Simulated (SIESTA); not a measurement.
Runs of SIESTA 5.4.2 on Ba2Tl5V3O12. The typed cell holds 22 atoms: a = 6.653 Å, b = 8.840 Å, c = 9.892 Å, α = 71.07°, β = 73.99°, γ = 70.69°. The cell was built by a generator and needn't be a form met in nature.

```csv
task,level,potentials or basis,spin,U,cell,hubbard projector method,U from the first cycle,broadening (eV),window from (eV),window to (eV),gap on the mesh (eV),pressure (GPa),moment (μB),largest force (eV/Å)
density of states,PBE+U,"PseudoDojo 0.4 standard (PBE files), DZP (energy shift 0.003 Ry; two zetas on semicore shells; d shell added on Ba)","collinear, ferromagnetic start",V d U = 6 eV,as given,1,yes,0.05 eV,-15 eV,5 eV,2.88,(a),0.00,0.80
band structure,PBE,"PseudoDojo 0.4 standard (PBE files), DZP (energy shift 0.003 Ry; two zetas on semicore shells; d shell added on Ba)","collinear, ferromagnetic start",-,as given,-,-,-,-,-,2.86,1.1,0.00,0.37
band structure,PBE,"PseudoDojo 0.4 standard (PBE files), TZP (energy shift 0.003 Ry; two zetas on semicore shells; d shell added on Ba)","collinear, ferromagnetic start",-,as given,-,-,-,-,-,2.85,0.9,0.00,0.33
band structure,PBE,"PseudoDojo 0.4 standard (PBE files), TZDP (energy shift 0.003 Ry; two zetas on semicore shells; d shell added on Ba)","collinear, ferromagnetic start",-,as given,-,-,-,-,-,2.86,1.2,0.00,0.57
density of states,PBE,"PseudoDojo 0.4 standard (PBE files), DZP (energy shift 0.003 Ry; two zetas on semicore shells; d shell added on Ba)","collinear, ferromagnetic start",-,as given,1,yes,0.05 eV,-15 eV,5 eV,2.86,1.1,0.00,0.37
density of states,PBE,"PseudoDojo 0.4 standard (PBE files), DZP (energy shift 0.003 Ry; two zetas on semicore shells; d shell added on Ba)","collinear, ferromagnetic start",-,relaxed by the run before,-,-,0.2 eV,-25 eV,5 eV,2.86,0.0,0.00,0.04
density of states,PBE+U,"PseudoDojo 0.4 standard (PBE files), DZP (energy shift 0.003 Ry; two zetas on semicore shells; d shell added on Ba)","collinear, ferromagnetic start",V d U = 4 eV,as given,1,yes,0.05 eV,-15 eV,5 eV,2.88,1.7,0.00,0.65
band structure,PBE,"PseudoDojo 0.4 standard (PBE files, fully relativistic), DZP (energy shift 0.003 Ry; two zetas on semicore shells; d shell added on Ba)","non-collinear, ferromagnetic start, SOC",-,as given,-,-,-,-,-,2.72,1.0,0.00,0.37
atomic charges,PBE,"PseudoDojo 0.4 standard (PBE files), DZP (energy shift 0.003 Ry; two zetas on semicore shells; d shell added on Ba)","collinear, ferromagnetic start",-,relaxed by the run before,-,-,-,-,-,2.86,0.0,0.00,0.04
band structure,PBE,"PseudoDojo 0.4 standard (PBE files), SZP (energy shift 0.003 Ry; d shell added on Ba)","collinear, ferromagnetic start",-,as given,-,-,-,-,-,(b),1.2,0.00,0.57
relaxation of cell and atoms,PBE,"PseudoDojo 0.4 standard (PBE files), DZP (energy shift 0.003 Ry; two zetas on semicore shells; d shell added on Ba)","collinear, ferromagnetic start",-,relaxed,-,-,-,-,-,2.86,0.0,0.00,0.04
```

Alike in all rows: k mesh 5 × 4 × 3; smearing fermi-dirac 0.05 eV; grid cutoff 800 Ry; energy shift 0.003 Ry.

Q: Estimate the missing entries.

A: (a) 2.1; (b) 2.78.

Caveats: this set's barium file shifts pressures by up to 1 GPa against other sets; the basis of atomic orbitals isn't converged, which shifts pressures, moduli and gaps; spin-orbit coupling is left out, which as a rule narrows the gap of such compounds by several tenths of an eV (some runs); an odd mesh through Γ misses points on the zone boundary, where band edges often lie (some runs).

A k mesh can miss the band edges, and rows without SOC leave out spin-orbit coupling on Ba, Tl.
